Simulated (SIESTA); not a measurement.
ScSi2 under changes of volume

One of the cells (15.265 Å³/atom); the others are scaled copies at fixed shape and fractional positions:

```
Sc Si
1.0
     3.68424    0.00000    0.00000
    -1.84212    3.19064    0.00000
     0.00000    0.00000    3.89563
Sc Si
1 2
Direct
  0.00000 0.00000 0.00000
  0.66667 0.33333 0.50000
  0.33333 0.66667 0.50000
```

```yaml
Program: SIESTA 5.4.2
Functional: PBE
Potentials_or_basis: PseudoDojo 0.4 standard (PBE files)
Basis: DZP (energy shift 0.002 Ry; radii capped at 9.5 bohr)
Grid_cutoff: 800 Ry
Energy_shift: 0.002 Ry
k_mesh: 8 × 8 × 7
Occupations: fermi-dirac, width 0.05 eV
Spin: no spin polarisation
```

| volume (Å³/atom) | energy over the lowest point (meV/atom) | pressure (GPa) |
| --- | --- | --- |
| 14.067 | ? | ? |
| 14.367 | 230.01 | 34.9 |
| 14.666 | 169.12 | 30.3 |
| 15.265 | 71.08 | 22.4 |
| 15.564 | 32.41 | 19.0 |
| 15.863 | 0.00 | 15.8 |

Task: What does the run at 14.067 Å³/atom give?

Result: Energy over the lowest point 299.61 meV/atom; pressure 39.7 GPa.

Worked out: A Birch-Murnaghan fit of order 3 (a polynomial in V^(-2/3)) to the other rows has no minimum within the range. It gives 300.14 meV/atom at 14.067 Å³/atom, against the run's 299.61, and -dE/dV = 40.1 GPa, against 39.7.

Energies are extrapolated to zero smearing.

Caveats: semicore shells carry a single zeta, which can move pressures by several GPa and volumes by a few percent; the basis of atomic orbitals isn't converged, which shifts pressures, moduli and gaps.
